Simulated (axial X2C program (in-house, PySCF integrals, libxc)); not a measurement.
**WS⁻: EOM-EA-CCSD levels**

Aim: EOM-EA-CCSD levels of WS⁻, with spin–orbit coupling in the Hamiltonian from the start.

Computed with an in-house X2C program for linear molecules on PySCF integrals. Level: two-component X2C with atomic mean-field terms, W dyall-acv3z, S dyall-av3z.

All values are calculated.

### 1 Set-up

Input file task.json:

```json
{
 "zs": [
  74,
  16
 ],
 "q": -1,
 "bas": [
  "dyall-acv3z",
  "dyall-av3z"
 ],
 "r0": 2.14,
 "eom": "ea",
 "thr": -2.0,
 "nmax": 92,
 "grid": [
  1,
  0.96,
  1.045,
  0.92,
  1.09,
  1.15
 ],
 "rq": 0
}
```

Keys: zs atomic numbers; q charge; bas basis sets; r0 starting distance in Å; eom kind of EOM run; thr threshold in hartree for freezing inner shells (an s shell follows its p shell); nmax most natural virtual spinors; grid distances as factors.

Command:

```
python soeom.py task.json out
```

Further steps of the session: EOM-EA-CCSD at 2.119 Å.

Q: Predict the outcome of this session. Wanted: next root led by one particle; T1 of the reference.

**Answer**, as computed:

```
                     quantity                            value
       lowest root at 2.119 Å                Ω = 1/2, 1.331 eV
next root led by one particle  Ω = 1/2, about 5410 cm⁻¹ higher
          T1 of the reference                            0.082
```

What this shows: The added electron is bound by 1.33 eV in a spinor of 28% W dπ, 20% W pσ, 18% W pπ. The closed-shell reference lies 0.66 eV above the lowest determinant found, so these energies count from an excited configuration. Errors of 0.1 to 0.3 eV are usual at this size, and roots led by higher excitations are left out, so the list is incomplete, and low states of that kind can be missing. T1 or the largest double amplitude of the reference is raised, which lowers the reliability.
